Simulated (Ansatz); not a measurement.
Geometry optimisation, Ansatz, DFT PBE-D3(BJ), scalar-relativistic, plane waves, PAW.

The input (input.yaml):

```yaml
crystal:
  lattice:
    - [5.798, 0.0, 0.0]
    - [-2.899, 5.021215, 0.0]
    - [0.0, 0.0, 15.2456]
  atoms:
    - { symbol: W, position: [0.0, 0.0, 0.0655927] }
    - { symbol: C, position: [0.3333333, 0.1666667, 0.1584195] }
    - { symbol: W, position: [0.0, 0.0, 0.2512463] }
    - { symbol: C, position: [0.3333333, 0.1666667, 0.344073] }
    - { symbol: W, position: [0.0, 0.5, 0.0655927] }
    - { symbol: C, position: [0.3333333, 0.6666667, 0.1584195] }
    - { symbol: W, position: [0.0, 0.5, 0.2512463] }
    - { symbol: C, position: [0.3333333, 0.6666667, 0.344073] }
    - { symbol: W, position: [0.5, 0.0, 0.0655927] }
    - { symbol: C, position: [0.8333333, 0.1666667, 0.1584195] }
    - { symbol: W, position: [0.5, 0.0, 0.2512463] }
    - { symbol: C, position: [0.8333333, 0.1666667, 0.344073] }
    - { symbol: W, position: [0.5, 0.5, 0.0655927] }
    - { symbol: C, position: [0.8333333, 0.6666667, 0.1584195] }
    - { symbol: W, position: [0.5, 0.5, 0.2512463] }
    - { symbol: C, position: [0.8333333, 0.6666667, 0.344073] }
    - { symbol: "N", position: [0.5170516, 0.4788873, 0.4713229] }
    - { symbol: "N", position: [0.4273202, 0.2515342, 0.4778821] }
basis:
  ecutwfc: 420.0
kpoints:
  mp_grid: { grid: [3, 3, 1] }
hamiltonian:
  xc: pbe
  dispersion: d3bj
  pseudopotentials: { kind: paw, azcp: { folder: soft_1 } }
scf:
  occupations: { method: fermi_dirac, width: 0.1 }
  lower_state_search: "off"
relax:
  f_tol: 0.03
  max_steps: 60
  adjacent_minimum: "off"
  constraints: [{ sites: [0, 4, 8, 12] }]
```

Run as:

```bash
$ ansatz run input.yaml --threads 2 --pin off --max-ram 5120MiB --backend cpu --events-out ev --progress --plain --runs-dir out
```

Task: Where does it end, and by what steps?

Result: It converged. The force dipped under the threshold on the way, but the program's further checks kept it going. Limits of this set-up: coarse k mesh, thin slab, slab without dipole correction, a typed lattice constant that wasn't relaxed here. After 22 steps the energy has fallen by 4.252 eV; N17 moved furthest, 1.50 Å.

```json
{"step": "0", "energy less start (eV)": "0.0000", "largest force component (eV/Å)": "5.388", "accepted": "yes"}
{"step": "1", "energy less start (eV)": "-3.5514", "largest force component (eV/Å)": "3.235", "accepted": "yes"}
{"step": "2", "energy less start (eV)": "-4.0406", "largest force component (eV/Å)": "2.436", "accepted": "yes"}
{"step": "3", "energy less start (eV)": "-4.1429", "largest force component (eV/Å)": "1.135", "accepted": "yes"}
{"step": "4", "energy less start (eV)": "-4.2073", "largest force component (eV/Å)": "1.009", "accepted": "yes"}
{"step": "5", "energy less start (eV)": "-4.2340", "largest force component (eV/Å)": "0.042", "accepted": "yes"}
{"step": "6", "energy less start (eV)": "-4.2340", "largest force component (eV/Å)": "0.043", "accepted": "yes"}
{"step": "7", "energy less start (eV)": "-4.2378", "largest force component (eV/Å)": "0.025", "accepted": "yes"}
{"step": "8", "energy less start (eV)": "-4.2387", "largest force component (eV/Å)": "0.117", "accepted": "yes"}
{"step": "9", "energy less start (eV)": "-4.2388", "largest force component (eV/Å)": "0.083", "accepted": "yes"}
{"step": "10", "energy less start (eV)": "-4.2395", "largest force component (eV/Å)": "0.084", "accepted": "yes"}
{"step": "11", "energy less start (eV)": "-4.2399", "largest force component (eV/Å)": "0.381", "accepted": "yes"}
{"step": "12", "energy less start (eV)": "-4.2403", "largest force component (eV/Å)": "0.198", "accepted": "yes"}
{"step": "13", "energy less start (eV)": "-4.2406", "largest force component (eV/Å)": "0.179", "accepted": "yes"}
{"step": "14", "energy less start (eV)": "-4.2419", "largest force component (eV/Å)": "0.238", "accepted": "yes"}
{"step": "15", "energy less start (eV)": "-4.2439", "largest force component (eV/Å)": "0.017", "accepted": "yes"}
{"step": "16", "energy less start (eV)": "-4.2439", "largest force component (eV/Å)": "0.017", "accepted": "yes"}
{"step": "17", "energy less start (eV)": "-4.2461", "largest force component (eV/Å)": "0.302", "accepted": "yes"}
{"step": "18", "energy less start (eV)": "-4.2489", "largest force component (eV/Å)": "0.068", "accepted": "yes"}
{"step": "19", "energy less start (eV)": "-4.2509", "largest force component (eV/Å)": "0.107", "accepted": "yes"}
{"step": "20", "energy less start (eV)": "-4.2520", "largest force component (eV/Å)": "0.013", "accepted": "yes"}
{"step": "21", "energy less start (eV)": "-4.2519", "largest force component (eV/Å)": "0.135", "accepted": "no"}
{"step": "22", "energy less start (eV)": "-4.2521", "largest force component (eV/Å)": "0.015", "accepted": "yes"}
```

```xyz
18
Lattice="5.7980 0.0000 0.0000 -2.8990 5.0212 0.0000 0.0000 0.0000 15.2456" Properties=species:S:1:pos:R:3
W 0.000 0.000 1.000
C 1.450 0.837 2.319
W 0.000 0.000 3.859
C 1.448 0.837 4.970
W -1.450 2.511 1.000
C 0.000 3.347 2.319
W -1.450 2.510 3.859
C 0.000 3.347 4.971
W 2.899 0.000 1.000
C 4.348 0.837 2.319
W 2.899 0.000 3.860
C 4.349 0.837 4.970
W 1.450 2.511 1.000
C 2.899 3.347 2.318
W 1.449 2.511 3.859
C 2.899 3.348 4.969
N 2.916 2.371 7.923
N 2.816 1.272 7.918
```

Whether the end is a true minimum wasn't checked by a vibrational analysis.

The run took 6.2 min on 2 threads of Intel(R) Xeon(R) Processor @ 2.50GHz (Skylake/Cascade Lake), with other jobs on the host, peak memory 0.85 GiB.
